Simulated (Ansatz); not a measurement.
**BGeH₃ (triplet): the correlation ladder, cc-pVTZ**

How much of the correlation energy of BGeH₃ (triplet) does each wave-function method recover here?

Computed with Ansatz 0.2.0, Gaussian basis. Level: cc-pVTZ, correlated electrons: outside noble gas.

To be run: UHF; CCSD(T) on ROHF; CCSD(T) on UHF; BCCD(T) on ROHF; CCSDT(Q) on ROHF; CCSDT(Q) on UHF; CASSCF and NEVPT2, 10 electrons in 11 orbitals.

### 1 The system

The geometry is a PBE0/def2-TZVP stationary point (not a proven minimum). No spin-orbit coupling is included. The filled d shell of Ge counts as core when cores are frozen.

5 atoms, charge 0, spin multiplicity 3.

Atoms are counted from 1 here; the program's logs count them from 0.

Bond lengths: Ge1–B2 1.947 Å, Ge1–H3 1.543 Å, Ge1–H4 1.534 Å, B2–H5 1.189 Å. Angles: B2–Ge1–H3 128.4°, B2–Ge1–H4 122.3°, H3–Ge1–H4 109.4°, Ge1–B2–H5 134.1°.

In the tables R marks a restricted open-shell determinant and U an unrestricted one; 'valence' is the active space of 10 electrons in 11 orbitals; correlation energies count from the lowest restricted Hartree-Fock solution.

### 2 UHF

in.yaml

```yaml
crystal:
  periodic: [false, false, false]
  atoms:
    - {symbol: Ge, position_ang: [0.000000, 0.015295, 0.254755]}
    - {symbol: B, position_ang: [0.000000, -0.169422, -1.683611]}
    - {symbol: H, position_ang: [0.000000, 1.310352, 1.093730]}
    - {symbol: H, position_ang: [0.000000, -1.198297, 1.192594]}
    - {symbol: H, position_ang: [0.000000, 0.602851, -2.587791]}
basis:
  gaussian: {orbitals: cc-pVTZ}
magnetization: {spin_polarized: true, initial_magnetization: 2}
hamiltonian: {xc: hf}
output: {orbitals: {seedname: orbitals}}
```

On the command line:

```console
> ansatz run in.yaml --threads 1 --pin off --events-out ev --progress --plain --max-ram 4096MiB --backend cpu
```

Further steps of the session: CCSD(T) on ROHF; CCSD(T) on UHF; BCCD(T) on ROHF; CCSDT(Q) on ROHF; CCSDT(Q) on UHF; CASSCF and NEVPT2, 10 electrons in 11 orbitals.

Q: Predict the results of all the runs planned. Wanted: correlation energy, UCCSDT(Q); RMP2 from UCCSDT(Q); UMP2 from UCCSDT(Q); RCCSD from UCCSDT(Q); RCCSD(T) from UCCSDT(Q); UCCSD(T) from UCCSDT(Q); RCCSDT(Q) from UCCSDT(Q); NEVPT2 valence from UCCSDT(Q); T1 diagnostic.

The runs gave:

| quantity | value |
| --- | --- |
| correlation energy, UCCSDT(Q) | -6.1590 eV |
| RMP2 from UCCSDT(Q) | +1167.6 meV |
| UMP2 from UCCSDT(Q) | +1182.8 meV |
| RCCSD from UCCSDT(Q) | +251.2 meV |
| RCCSD(T) from UCCSDT(Q) | +45.8 meV |
| UCCSD(T) from UCCSDT(Q) | +43.6 meV |
| RCCSDT(Q) from UCCSDT(Q) | +3.2 meV |
| NEVPT2 valence from UCCSDT(Q) | +1029.1 meV |
| levels within 1 kcal/mol (43 meV) | RCCSDT, UCCSDT, RCCSDT(Q) |
| T1 diagnostic | 0.021 |
| effectively unpaired electrons | 2.03 |

**Reading.** RCCSD(T) lands +45.8 meV from the yardstick (0.7 % of the correlation energy). One determinant dominates. Of the multireference levels listed NEVPT2 valence comes nearest (+1029.1 meV). These misses are within one basis and frozen core, not against nature; frozen cores of the runs differ by up to some meV.
